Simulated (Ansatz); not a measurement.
**Zn: a line through a two-coordinate scan**

How does the energy of Zn (Im-3m, No. 229; 1 atom in the cell) vary with normal strain along z, at normal strain along x = −2 %?

This is Zn in the bcc structure; at room conditions it is hcp.

Method: DFT PBEsol, scalar-relativistic, plane waves, PAW, in Ansatz 0.2.0.

## 1. The structure to begin with

The structure is cubic, space group Im-3m (No. 229). The conventional cell has a = 3.060 Å, b = 3.060 Å, c = 3.060 Å, α = 90.00°, β = 90.00°, γ = 90.00°. Zn (site symmetry m-3m) has 8 Zn at 2.65 Å as nearest neighbours.

Coordinates:

```cif
data_structure
_symmetry_space_group_name_H-M 'P 1'
_symmetry_Int_Tables_number 1
_cell_length_a 2.6502
_cell_length_b 2.6502
_cell_length_c 2.6502
_cell_angle_alpha 109.471
_cell_angle_beta 109.471
_cell_angle_gamma 109.471
_cell_volume 14.33
loop_
_atom_site_label
_atom_site_type_symbol
_atom_site_fract_x
_atom_site_fract_y
_atom_site_fract_z
_atom_site_occupancy
Zn1 Zn 0.00000 0.00000 0.00000 1
```

It goes back to an entry of the Materials Project.

This cell was relaxed beforehand with the same method: volume 14.33 Å³/atom, gap on the mesh none (metal).

## 2. What is varied

The energy is mapped over two homogeneous strains (x along [1 0 0], y along [0 1 0], z along [0 0 1] of the conventional cell).

The axes are (1) normal strain along x: 9 values from −4 to 4 %; (2) normal strain along z: 9 values from −4 to 4 %.

Nothing else is relaxed (symmetry fixes all fractional coordinates). Energies count from the relaxed crystal. Points are written as (first, second).

## 3. Grid point (−2 %, −2 %)

input.yaml reads:

```yaml
crystal:
  lattice:
    - [-1.4994730113, 1.5300745013, 1.4994730113]
    - [1.4994730113, -1.5300745013, 1.4994730113]
    - [1.4994730113, 1.5300745013, -1.4994730113]
  atoms:
    - { symbol: Zn, position: [0.0, 0.0, 0.0] }
basis:
  ecutwfc: 520.0
kpoints:
  mp_grid: { grid: [20, 20, 20] }
hamiltonian:
  xc: pbesol
scf:
  occupations: { method: gaussian, width: 0.15 }
output:
  forces: true
  stress: true
  eigenvalues: true
```

On the command line:

```sh
$ ansatz run input.yaml --threads 1 --pin off --max-ram 2048MiB --backend cpu --events-out ev --progress --plain --runs-dir out
```

The session goes on with these runs: the other points of the line.

Q: Predict the outcome of this session. Wanted: for each run, normal strain along z; energy; slope; pressure.

The runs gave:

```
normal strain along z (%)  step  energy (meV/atom)  slope (meV/atom per %)  pressure (GPa)
                       −4     –               11.9                   −4.20             5.7
                       −3     –                8.1                   −3.49             4.6
                       −2     3                4.9                   −2.78             3.5
                       −1     4                2.5                   −2.16             2.5
                        0     5                0.6                   −1.60             1.5
                        1     6               −0.8                   −1.11             0.7
                        2     7               −1.6                   −0.62            −0.2
                        3     8               −2.0                   −0.23            −0.9
                        4     –               −2.1                    0.16            −1.7
```

Energies count from the relaxed crystal. Rows without a step come from runs not printed here or follow by symmetry. Slopes come from the forces (and the stress, where the cell changes), not from differences of energies.

In words: The lowest point computed is at the end of the line, 4 %, but the slope there points inward, so the minimum lies between it and the next point. The highest point computed, at −4 %, lies 14.0 meV/atom above the lowest. This is one cut through a surface in two coordinates; the map's lowest point lies off it.
